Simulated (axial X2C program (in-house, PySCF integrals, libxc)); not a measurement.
**MnS⁺: properties at the nuclei**

Wanted for MnS⁺: properties at the nuclei, at the two-component level.

Method: two-component X2C with atomic mean-field terms, Mn dyall-cv3z, S dyall-av3z; program: an in-house X2C program for linear molecules on PySCF integrals.

All values are calculated.

## 1. The job

task.json reads:

```json
{
 "zs": [
  25,
  16
 ],
 "q": 1,
 "bas": [
  "dyall-cv3z",
  "dyall-av3z"
 ],
 "r0": 1.99,
 "levels": [
  "PBE0",
  "HF",
  "PBE",
  "PBE50",
  "TPSSh"
 ],
 "nst": 3
}
```

Keys: zs atomic numbers; q charge; bas basis sets; r0 starting distance in Å; levels methods (HF also brings MP2); nst determinants followed.

Launch:

```bash
$ python soeom.py task.json out
```

After this run come: Expectation values, lowest determinant; Expectation values, a higher determinant; Expectation values, a higher determinant.

Before running it: what results should come out? Wanted: lowest determinant; Eeff magnitude; Ws magnitude Mn; A∥/gI Mn; qzz Mn; higher determinant (for each run or level that gives them).

As calculated:

| quantity | value |
| --- | --- |
| lowest determinant | Ω = 1 (excess of +ω over −ω: ω = -3/2, ω = 5/2) |
| Eeff magnitude (GV/cm), PBE0 | 0.431 |
| Ws magnitude Mn (kHz), PBE0 | 0.118 |
| A∥/gI Mn (MHz), PBE0 | 673 |
| qzz Mn (a.u.), PBE0 | -0.63 |
| higher determinant | Ω = 3 (excess of +ω over −ω: ω = 1/2, ω = 5/2) |
| Eeff magnitude (GV/cm), PBE0, higher determinant | 0.438 |
| Ws magnitude Mn (kHz), PBE0, higher determinant | 0.041 |
| A∥/gI Mn (MHz), PBE0, higher determinant | 258 |
| qzz Mn (a.u.), PBE0, higher determinant | -0.63 |
| higher determinant | Ω = 4 (excess of +ω over −ω: ω = 3/2, ω = 5/2) |
| Eeff magnitude (GV/cm), PBE0, higher determinant | 0.419 |
| Ws magnitude Mn (kHz), PBE0, higher determinant | 0.0296 |
| A∥/gI Mn (MHz), PBE0, higher determinant | 161 |
| qzz Mn (a.u.), PBE0, higher determinant | -0.70 |

In the first state, the effective field runs from 0.387 to 0.584 GV/cm over the mean-field levels. The expectation values come from single determinants, which for open shells can mix terms of unlike spin or miss the lowest Ω, so a determinant need not be a state. Eeff is the effective electric field on the electron dipole moment in this Ω state and Ws the scalar–pseudoscalar constant (defined with the proton number Z and per Ω); A∥ is the parallel hyperfine constant, which follows by multiplying with the nuclear g factor gI = μI/(I μN); qzz is the electric field gradient, eQq0 = 234.96 MHz × Q/barn × qzz. The operators were transformed with the bare-nucleus X2C matrices. A second determinant lies within 0.1 eV of the first, so their order is not settled at this level.
